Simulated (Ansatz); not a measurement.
# AlH7N2OSi: rotation by 120° about the N1–Si2 bond, part 2 of 2

How high is the barrier for the rotation by 120° about the N1–Si2 bond? Relax the two ends, then run a nudged elastic band between them. SMILES of the start: N[SiH2][Al]([NH2])[OH].

Ansatz 0.2.0; RKS PBE-D4/def2-SVP. Earlier steps stand in the parts before.

## Step 6: Frequencies at the highest image

The geometry is the highest inner image of the first converged band.

input.yaml reads:

```yaml
crystal:
  periodic: [false, false, false]
  atoms:
    - { symbol: "N", position_ang: [-2.029405, 0.694534, 1.390435] }
    - { symbol: Si, position_ang: [-0.726129, -0.494148, 1.266249] }
    - { symbol: Al, position_ang: [0.732163, 0.05044, -0.629049] }
    - { symbol: "N", position_ang: [2.073625, -0.93298, -1.28879] }
    - { symbol: O, position_ang: [0.311192, 1.577181, -1.32622] }
    - { symbol: H, position_ang: [-1.812786, 1.623276, 1.014152] }
    - { symbol: H, position_ang: [-2.926352, 0.39203, 0.999063] }
    - { symbol: H, position_ang: [0.050552, -0.582156, 2.562658] }
    - { symbol: H, position_ang: [-1.384304, -1.846293, 1.106916] }
    - { symbol: H, position_ang: [2.360953, -1.833726, -0.8982] }
    - { symbol: H, position_ang: [2.667577, -0.705306, -2.089986] }
    - { symbol: H, position_ang: [0.759913, 2.001849, -2.07323] }
basis:
  gaussian: { orbitals: def2-SVP }
hamiltonian:
  xc: pbe
  dispersion: d4
phonons: {}
```

Command:

```console
$ ansatz run input.yaml --threads 2 --pin off --max-ram 3072MiB --backend cpu --events-out ev --progress --plain --runs-dir out
```

What it wrote, shortened:

```text
Warning: RAYON_NUM_THREADS=2 ignored (pool sized by the plan → 2); use --threads N
[...]
Functional definition: PBE
[...]
1282 factors; their error is unknown
[...]
mean field -19596.21103749 eV, -720.1474728390 hartree, gradient 4.0e-5 eV, S^2 0.000000; 0 other end points of the search recorded, 0 dependent functions left out
[...]
reference -19596.21108251 eV, -720.1474744935 hartree; 28, 28 occupied and 85, 85 virtual orbitals, 1282 factors
[...]
1282 factors; their error is unknown
mean field -19596.21083283 eV, -720.1474653178 hartree, gradient 2.2e-6 eV, S^2 0.000000; 0 other end points of the search recorded, 0 dependent functions left out
[...]
reference -19596.21087786 eV, -720.1474669724 hartree; 28, 28 occupied and 85, 85 virtual orbitals, 1282 factors
[...]
1282 factors; their error is unknown
mean field -19596.21091907 eV, -720.1474684870 hartree, gradient 2.3e-6 eV, S^2 0.000000; 0 other end points of the search recorded, 0 dependent functions left out
[...]
WARN: phonons: modes at or below zero, which the zero-point energy, F, S and C_V leave out: 1, the lowest at -102.72 cm⁻¹. A minimum has none, and a first-order saddle one
[...]
Atom 4 at     0.311192     1.577181    -1.326220 Å, force     0.003579    -0.002635    -0.000518 eV/Å
Atom 5 at    -1.812786     1.623276     1.014152 Å, force     0.003797    -0.001732     0.004051 eV/Å
Atom 6 at    -2.926352     0.392030     0.999063 Å, force     0.001725    -0.001507     0.005054 eV/Å
Atom 7 at     0.050552    -0.582156     2.562658 Å, force    -0.000225     0.002390     0.001087 eV/Å
Atom 8 at    -1.384304    -1.846293     1.106916 Å, force     0.001017     0.000243     0.001803 eV/Å
Atom 9 at     2.360953    -1.833726    -0.898200 Å, force    -0.003003    -0.000218     0.000977 eV/Å
Atom 10 at     2.667577    -0.705306    -2.089986 Å, force    -0.001138     0.001046    -0.000419 eV/Å
Atom 11 at     0.759913     2.001849    -2.073230 Å, force    -0.000071     0.001369     0.001717 eV/Å
Dipole moment:     0.273087    -0.015259    -0.530256 e Å
Vibrations: -102.72 34.69 71.49 161.81 180.66 225.95 263.27 343.76 361.00 364.40 431.98 480.77 536.46 614.62 650.52 752.96 796.62 813.75 863.90 894.78 924.12 1475.57 1508.30 2101.51 2123.65 3468.42 3491.63 3558.57 3582.19 3811.82 cm⁻¹, zero-point energy 2.162852 eV
```

Run time: 68 s. Hardware: 2 threads of Intel Xeon 6975P-C (Granite Rapids), shared host; peak memory 0.17 GiB.

Of 30 modes, 1 is imaginary by more than 30 cm⁻¹ (103i cm⁻¹).

## Step 7: The band again, with other settings

crystal.atoms is end A as relaxed above, and neb.final_atoms is end B, turned to lie on A. With 7 inner images the band has 9 in all.

input.yaml reads:

```yaml
crystal:
  periodic: [false, false, false]
  atoms:
    - { symbol: "N", position_ang: [-1.939738, 0.70944, 1.617258] }
    - { symbol: Si, position_ang: [-0.706991, -0.512818, 1.261183] }
    - { symbol: Al, position_ang: [0.619708, -0.00486, -0.746092] }
    - { symbol: "N", position_ang: [2.025336, -0.932802, -1.353677] }
    - { symbol: O, position_ang: [0.066577, 1.407845, -1.578187] }
    - { symbol: H, position_ang: [-1.550099, 1.634267, 1.834718] }
    - { symbol: H, position_ang: [-2.615655, 0.845352, 0.856092] }
    - { symbol: H, position_ang: [0.168277, -0.623489, 2.488323] }
    - { symbol: H, position_ang: [-1.421425, -1.837915, 1.124337] }
    - { symbol: H, position_ang: [2.386308, -1.772754, -0.894318] }
    - { symbol: H, position_ang: [2.589348, -0.730211, -2.18303] }
    - { symbol: H, position_ang: [0.455353, 1.762646, -2.392608] }
basis:
  gaussian: { orbitals: def2-SVP }
hamiltonian:
  xc: pbe
  dispersion: d4
neb:
  order_check: false
  images: 7
  f_tol: 0.5
  max_iterations: 60
  initial_path: idpp
  final_atoms:
    - { symbol: "N", position_ang: [-1.55586786, 0.95787127, 1.55264681] }
    - { symbol: Si, position_ang: [-0.78841325, -0.57469013, 1.15407282] }
    - { symbol: Al, position_ang: [0.60375065, -0.03280917, -0.77641306] }
    - { symbol: "N", position_ang: [2.12179345, -0.85044973, -1.24617544] }
    - { symbol: O, position_ang: [-0.0511878, 1.28256349, -1.68637109] }
    - { symbol: H, position_ang: [-1.87528168, 1.51092718, 0.75160587] }
    - { symbol: H, position_ang: [-2.26606915, 0.97748244, 2.29074337] }
    - { symbol: H, position_ang: [0.0101663, -1.03225559, 2.35352489] }
    - { symbol: H, position_ang: [-1.72390831, -1.74243861, 0.86801045] }
    - { symbol: H, position_ang: [2.53958545, -1.61529203, -0.71074473] }
    - { symbol: H, position_ang: [2.71120169, -0.6371127, -2.05423427] }
    - { symbol: H, position_ang: [0.3512295, 1.70090457, -2.46266662] }
```

Command:

```console
$ ansatz run input.yaml --threads 2 --pin off --max-ram 3072MiB --backend cpu --events-out ev --progress --plain --runs-dir out
```

What it wrote, shortened:

```text
Warning: RAYON_NUM_THREADS=2 ignored (pool sized by the plan → 2); use --threads N
[...]
[... 1 set-up line as earlier in the session ...]
[...]
1282 factors; their error is unknown
[...]
mean field -19596.21602153 eV, -720.1476559988 hartree, gradient 5.6e-5 eV, S^2 0.000000; 0 other end points of the search recorded, 0 dependent functions left out
[...]
reference -19596.21606690 eV, -720.1476576661 hartree; 28, 28 occupied and 85, 85 virtual orbitals, 1282 factors
1282 factors; their error is unknown
[...]
mean field -19596.26244245 eV, -720.1493619361 hartree, gradient 4.5e-5 eV, S^2 0.000000; 0 other end points of the search recorded, 0 dependent functions left out
[...]
reference -19596.26248945 eV, -720.1493636637 hartree; 28, 28 occupied and 85, 85 virtual orbitals, 1282 factors
NEB end point (image 0): max|allowed force component| = 9.709e-3 eV/Å (the criterion of neb.relax_end_points is 1.000e-1)
[...]
Atom 2 at     0.692675     0.021830    -0.693438 Å, force     0.015204    -0.000530    -0.100005 eV/Å
Atom 3 at     2.224971    -0.801997    -1.099002 Å, force     0.036398    -0.018291    -0.008566 eV/Å
Atom 4 at     0.156845     1.408796    -1.574793 Å, force     0.012404     0.028836     0.014562 eV/Å
Atom 5 at    -1.661515     1.688678     1.111666 Å, force     0.185138    -0.068404    -0.140183 eV/Å
Atom 6 at    -2.908233     0.637161     1.365373 Å, force    -0.073476    -0.114000     0.019089 eV/Å
Atom 7 at    -0.145043    -0.933790     2.392406 Å, force     0.188873    -0.286461    -0.128683 eV/Å
Atom 8 at    -1.630617    -1.875702     0.740611 Å, force    -0.043518     0.206520     0.018074 eV/Å
Atom 9 at     2.576177    -1.617964    -0.591726 Å, force     0.012163     0.002696    -0.002870 eV/Å
Atom 10 at     2.882736    -0.550528    -1.840719 Å, force     0.005663    -0.011530    -0.002366 eV/Å
Atom 11 at     0.629248     1.836335    -2.305476 Å, force     0.001861    -0.010968     0.012029 eV/Å
Dipole moment:     0.282641     0.065735    -0.426458 e Å
this run last wrote the band of iteration 1 to <dir>
```

It took 11 s on 2 threads of Intel Xeon 6975P-C (Granite Rapids), shared host; peak memory 0.18 GiB.

## Step 8: Images and barrier

Images 0 and 8 are the ends. Energies count from image 0; the path length is the program's own measure over all atoms.

```
image  path (Å)  energy (eV)  dihedral H7–N1–Si2–Al3 (°)  band force (eV/Å)
    0     0.000       0.0000                          59                  -
    1     0.287       0.0147                          74              0.244
    2     0.574       0.0422                          90              0.334
    3     0.866       0.0641                         106              0.443
   4*     1.163       0.0648                         122              0.455
    5     1.463       0.0419                         138              0.428
    6     1.757       0.0053                         151              0.344
    7     2.045      -0.0316                         163              0.230
    8     2.332      -0.0513                         175                  -
```

The star marks the climbing image.

image, energy (eV) and a bar:
```
        0      0.000 #############
        1      0.015 #################
        2      0.042 ########################
        3      0.064 ##############################
        4      0.065 ##############################
        5      0.042 ########################
        6      0.005 ###############
        7     -0.032 #####
        8     -0.051
```

## Step 9: Another band, settings changed

crystal.atoms is end A as relaxed above, and neb.final_atoms is end B, turned to lie on A. With 4 inner images the band has 6 in all.

input.yaml, as its differences from that of step 7:

```diff
@@ -22,6 +22,7 @@
   order_check: false
-  images: 7
-  f_tol: 0.5
+  images: 4
+  f_tol: 0.03
   max_iterations: 60
   initial_path: idpp
+  climbing: false
   final_atoms:
```

Command:

```console
$ ansatz run input.yaml --threads 2 --pin off --max-ram 3072MiB --backend cpu --events-out ev --progress --plain --runs-dir out
```

What it wrote, shortened:

```text
Warning: RAYON_NUM_THREADS=2 ignored (pool sized by the plan → 2); use --threads N
[...]
[... 1 set-up line as earlier in the session ...]
[...]
1282 factors; their error is unknown
[...]
mean field -19596.21602153 eV, -720.1476559988 hartree, gradient 5.6e-5 eV, S^2 0.000000; 0 other end points of the search recorded, 0 dependent functions left out
[...]
reference -19596.21606690 eV, -720.1476576661 hartree; 28, 28 occupied and 85, 85 virtual orbitals, 1282 factors
1282 factors; their error is unknown
[...]
mean field -19596.26244245 eV, -720.1493619361 hartree, gradient 4.5e-5 eV, S^2 0.000000; 0 other end points of the search recorded, 0 dependent functions left out
[...]
reference -19596.26248945 eV, -720.1493636637 hartree; 28, 28 occupied and 85, 85 virtual orbitals, 1282 factors
NEB end point (image 0): max|allowed force component| = 9.709e-3 eV/Å (the criterion of neb.relax_end_points is 1.000e-2)
[...]
NEB iter   1: max|band force component| = 5.078e-1 eV/Å  barrier→ = 0.0675 eV  barrier← = 0.1188 eV  Δτ_max = 0.1995 Å  (170 SCF iters)
[...]
NEB iter   3: max|band force component| = 1.396e-1 eV/Å  barrier→ = 0.0106 eV  barrier← = 0.0619 eV  Δτ_max = 0.0917 Å  (119 SCF iters)
[...]
NEB iter   4: max|band force component| = 7.307e-2 eV/Å  barrier→ = 0.0073 eV  barrier← = 0.0586 eV  Δτ_max = 0.0482 Å  (117 SCF iters)
[...]
1282 factors; their error is unknown
mean field -19596.21096922 eV, -720.1474703298 hartree, gradient 2.6e-5 eV, S^2 0.000000; 0 other end points of the search recorded, 0 dependent functions left out
[...]
reference -19596.21101454 eV, -720.1474719954 hartree; 28, 28 occupied and 85, 85 virtual orbitals, 1282 factors
[...]
1282 factors; their error is unknown
mean field -19596.20805765 eV, -720.1473633318 hartree, gradient 2.5e-5 eV, S^2 0.000000; 0 other end points of the search recorded, 0 dependent functions left out
[...]
reference -19596.20810274 eV, -720.1473649888 hartree; 28, 28 occupied and 85, 85 virtual orbitals, 1282 factors
[...]
1282 factors; their error is unknown
```

## Step 10: More of the same log: band between the two ends

The log, continued, shortened:

```text
mean field -19596.23063430 eV, -720.1481930082 hartree, gradient 2.5e-5 eV, S^2 0.000000; 0 other end points of the search recorded, 0 dependent functions left out
[...]
reference -19596.23067964 eV, -720.1481946747 hartree; 28, 28 occupied and 85, 85 virtual orbitals, 1282 factors
[...]
1282 factors; their error is unknown
[...]
mean field -19596.25683070 eV, -720.1491557083 hartree, gradient 2.4e-5 eV, S^2 0.000000; 0 other end points of the search recorded, 0 dependent functions left out
[...]
reference -19596.25687670 eV, -720.1491573986 hartree; 28, 28 occupied and 85, 85 virtual orbitals, 1282 factors
NEB iter   5: max|band force component| = 5.348e-2 eV/Å  barrier→ = 0.0057 eV  barrier← = 0.0570 eV  Δτ_max = 0.0874 Å  (118 SCF iters)
[...]
NEB iter   8: max|band force component| = 3.581e-2 eV/Å  barrier→ = 0.0030 eV  barrier← = 0.0543 eV  Δτ_max = 0.0189 Å  (113 SCF iters)
[...]
Atom 3 at     2.055152    -0.929321    -1.314750 Å, force     0.002487     0.000346    -0.005114 eV/Å
Atom 4 at     0.192066     1.497624    -1.464099 Å, force     0.003421     0.000355    -0.001455 eV/Å
Atom 5 at    -1.682885     1.674843     1.400228 Å, force     0.000648    -0.001161     0.007983 eV/Å
Atom 6 at    -2.807247     0.557801     0.939446 Å, force     0.001347     0.006998     0.001278 eV/Å
Atom 7 at     0.126732    -0.632242     2.516909 Å, force    -0.001918     0.007827     0.000283 eV/Å
Atom 8 at    -1.423091    -1.826708     1.103693 Å, force     0.004741     0.002220     0.003684 eV/Å
Atom 9 at     2.382889    -1.796439    -0.882068 Å, force    -0.001713    -0.001299    -0.001152 eV/Å
Atom 10 at     2.635344    -0.716021    -2.129931 Å, force    -0.000166    -0.001263    -0.000835 eV/Å
Atom 11 at     0.618011     1.888961    -2.242159 Å, force     0.000146     0.000042     0.002056 eV/Å
Dipole moment:     0.311721     0.032301    -0.503715 e Å
this run last wrote the band of iteration 9 to <dir>
```

Wall time 49 s (2 threads of Intel Xeon 6975P-C (Granite Rapids), shared host); peak memory 0.18 GiB.

## Step 11: Images and barrier

Images 0 and 5 are the ends. Energies count from image 0; the path length is the program's own measure over all atoms.

```
image  path (Å)  energy (eV)  dihedral H7–N1–Si2–Al3 (°)  band force (eV/Å)
    0     0.000       0.0000                          59                  -
    1     0.601       0.0025                          81              0.027
    2     1.202       0.0022                         114              0.017
    3     1.803      -0.0255                         146              0.027
    4     2.404      -0.0468                         167              0.004
    5     3.005      -0.0513                         175                  -
```

image, energy (eV) and a bar:
```
        0      0.000 #############################
        1      0.003 ##############################
        2      0.002 ##############################
        3     -0.025 ##############
        4     -0.047 ##
        5     -0.051
```

## Step 12: Results

What follows sums up all 2 parts.

| quantity | value |
| --- | --- |
| end A | 14 moves, 1.311 eV lower |
| end B | 18 moves, 1.340 eV lower |
| first band: barrier forwards | 0.003 eV |
| first band: barrier backwards | 0.054 eV |
| first band: second end relative to first | -0.051 eV |
| first band: highest image | 3 of 0 to 8, climbing |
| first band: band iterations | 13 |
| imaginary modes at the top | 103i cm⁻¹ |
| second band | top 0.065 eV above image 0, 1 iterations, 7 inner images |
| time, first and second band | 1.7 min and 11 s |
| third band | top 0.003 eV above image 0, 9 iterations, 4 inner images, none climbing |
| time, first and third band | 1.7 min and 49 s |

What this shows: In the first band: the barrier from the first end is 0.003 eV, 0.1 times kT at 300 K. The second end lies 0.051 eV below the first, so the way back costs 0.054 eV. One side of the top is under 10 meV high, within the band's own error, so that end is barely a minimum along this path. The listed dihedral goes from 59° at end A through 100° at the highest image to 175° at end B. One imaginary mode, as a first-order saddle point has. The second band's top lies 62 meV above the first's. As for the second band: the force threshold is loose, so the band stops early. The third band's top agrees with the first's to 1 meV, so the changed settings hardly move the height. These are electronic energies, with no zero-point or thermal terms.
